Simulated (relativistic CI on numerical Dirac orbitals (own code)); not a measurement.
# Ga³⁺: one ion under different settings

How much do the settings matter for Ga³⁺? One ion, several inputs.

Program: relativistic CI on numerical Dirac orbitals (own code) version 3. Level of theory: Dirac-Coulomb-Breit CI, KLI orbitals optimised for each configuration, model QED (radiative potential, 1s self-energy scaled to tabulated hydrogen-like ionisation energies), numerical settings as typed. These are calculated values, not measurements, unless marked.

### 1 Starting point

* ion: Ga³⁺ (Ga IV)
* nuclear charge: 31
* electrons: 28
* isotope: A = 69

### 2 Usual settings

The run's settings:

```ini
atom Ga  Z=31  charge=3  electrons=28
nucleus A=69  rms_radius_fm=3.9973
hamiltonian dirac-coulomb  breit=on  qed=on  c_scale=1
orbitals kli  potential=per-configuration
slater_scale 1
correlation none
mixing on
grid step=0.0125 r_max=37.3
scf mixing=0.4 start=green max_iterations=150 tolerance=2e-08 node_fill=0.05
configurations
  [Ar] 3d10
  [Ar] 3d9 4s
  [Ar] 3d9 4p
  [Ar] 3d9 4d
  [Ar] 3d8 4s2
end
```

Run with:

```bash
$ python run_levels.py task.json out
```

The settings of every run stand in task.json; they run in order.

### 3 Breit term off, nuclear radius 4.397

Changes to the settings of step 2:

```diff
@@ -1,4 +1,4 @@
 atom Ga  Z=31  charge=3  electrons=28
-nucleus A=69  rms_radius_fm=3.9973
-hamiltonian dirac-coulomb  breit=on  qed=on  c_scale=1
+nucleus A=69  rms_radius_fm=4.3970
+hamiltonian dirac-coulomb  breit=off  qed=on  c_scale=1
 orbitals kli  potential=per-configuration
```

### 4 End of the grid 18.65, start potential bare

The run's settings:

```ini
atom Ga  Z=31  charge=3  electrons=28
nucleus A=69  rms_radius_fm=3.9973
hamiltonian dirac-coulomb  breit=on  qed=on  c_scale=1
orbitals kli  potential=per-configuration
slater_scale 1
correlation none
mixing on
grid step=0.0125 r_max=18.65
scf mixing=0.4 start=bare max_iterations=150 tolerance=2e-08 node_fill=0.05
configurations
  [Ar] 3d10
  [Ar] 3d9 4s
  [Ar] 3d9 4p
  [Ar] 3d9 4d
  [Ar] 3d8 4s2
end
```

### 5 Tolerance 1e-06, start potential bare

Changes to the settings of step 4:

```diff
@@ -7,4 +7,4 @@
 mixing on
-grid step=0.0125 r_max=18.65
-scf mixing=0.4 start=bare max_iterations=150 tolerance=2e-08 node_fill=0.05
+grid step=0.0125 r_max=37.3
+scf mixing=0.4 start=bare max_iterations=150 tolerance=1e-06 node_fill=0.05
 configurations
```

### 6 Tolerance 0.0001, potential mixing 0.2

Changes to the settings of step 5:

```diff
@@ -8,3 +8,3 @@
 grid step=0.0125 r_max=37.3
-scf mixing=0.4 start=bare max_iterations=150 tolerance=1e-06 node_fill=0.05
+scf mixing=0.2 start=green max_iterations=150 tolerance=0.0001 node_fill=0.05
 configurations
```

### 7 Node fill 50

Changes to the settings of step 6:

```diff
@@ -8,3 +8,3 @@
 grid step=0.0125 r_max=37.3
-scf mixing=0.2 start=green max_iterations=150 tolerance=0.0001 node_fill=0.05
+scf mixing=0.4 start=green max_iterations=76 tolerance=2e-08 node_fill=50
 configurations
```

### 8 Potential mixing 0.001

Changes to the settings of step 7:

```diff
@@ -8,3 +8,3 @@
 grid step=0.0125 r_max=37.3
-scf mixing=0.4 start=green max_iterations=76 tolerance=2e-08 node_fill=50
+scf mixing=0.001 start=green max_iterations=87 tolerance=2e-08 node_fill=0.05
 configurations
```

(Steps that only read results are left out.)

Q: Predict the outcome of this session. Wanted: lowest level, usual settings; total energy; first excitation.

The runs gave:

| setting | total energy less usual (Ha) | largest shift of a level among the lowest eight of both runs, same label and place (cm⁻¹) | SCF iterations | time | lowest level | kind of change |
| --- | --- | --- | --- | --- | --- | --- |
| usual | 0 | 0 | 60 | 0.33 s | 3d10 1S0 | - |
| Breit term off, nuclear radius 4.397 | -0.848 | 249 | 60 | 0.3 s | 3d10 1S0 | unphysical constant |
| end of the grid 18.65, start potential bare | 0 | 0 | 84 | 0.4 s | 3d10 1S0 | numerical |
| tolerance 1e-06, start potential bare | 0 | 0 | 80 | 0.41 s | 3d10 1S0 | numerical |
| tolerance 0.0001, potential mixing 0.2 | -9.75e-08 | 0.0266 | 53 | 0.32 s | 3d10 1S0 | numerical |
| node fill 50 | 0.251 | 41700 | 67 | 0.34 s | 3d10 1S0 | unsound |
| potential mixing 0.001 | 0 | 0 | 98 | 0.42 s | 3d10 1S0 | extreme, harmless here |

```
                    quantity          value
lowest level, usual settings       3d10 1S0
                total energy  -1939.1541 Ha
            first excitation    139054 cm⁻¹
```

In words: Among the runs whose levels can be followed, they move most under «node fill 50» (unsound), by up to 41700 cm⁻¹. No visible change in the result comes from «end of the grid 18.65, start potential bare» or «tolerance 1e-06, start potential bare» or «tolerance 0.0001, potential mixing 0.2». «Potential mixing 0.001» costs 98 SCF iterations against 60. Only the listed configurations are in the model. In a near-neutral ion this small CI can misplace whole configurations by 10,000 cm⁻¹ or more.
